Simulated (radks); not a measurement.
# Zn⁹⁺ in [Ne] 3s2 3p5 3d3 4s1: an all-electron calculation

What are the levels of the zinc ion Zn9+, how large are its shells, and how does its energy divide?

Program: radks (a radial shooting solver on a logarithmic mesh, Libxc functionals) version 1. Level of theory: scalar-relativistic Kohn-Sham, PW91, spin-unpolarised, spherical densities, point nucleus. These are calculated values, not measurements, unless marked.

## (1) Starting point

```
element       : zinc (Z = 30)
charge        : +9
electrons     : 21
configuration : [Ne] 3s2 3p5 3d3 4s1
```

Outer shells as boxes (Hund's rule):

Zn⁹⁺
```
[Ne] core
3s [↑↓]
3p [↑↓][↑↓][↑ ]
3d [↑ ][↑ ][↑ ][  ][  ]
4s [↑ ]
```

## (2) Self-consistent calculation

Input:

```text
Z 30
configuration [Ne] 3s2 3p5 3d3 4s1 4p0 5s0
relativity scalar-relativistic
functional pw91,pw91
spin unpolarised
nucleus point
c 137.035999084
```

Q: Predict the outcome of this run.

As calculated:

```
                        quantity                value
                    total energy  -1759.54902 hartree
exchange-correlation share of it               3.60 %
                            −T/E               1.0165
          highest occupied level       4s, -142.15 eV
    most extended occupied level  4s, <r> = 1.39 bohr
 radius at density 0.001 e/bohr³            2.43 bohr
    maxima of the radial density                    3
```

**Reading.** The radial density shows 3 maxima for 4 occupied principal shells; where shells overlap, one shows as a shoulder or not at all. Relativity lifts −T/E to 1.017. This is not the tabulated ground configuration, so its levels and sizes aren't those of the ground state, and no measured value stands beside it.
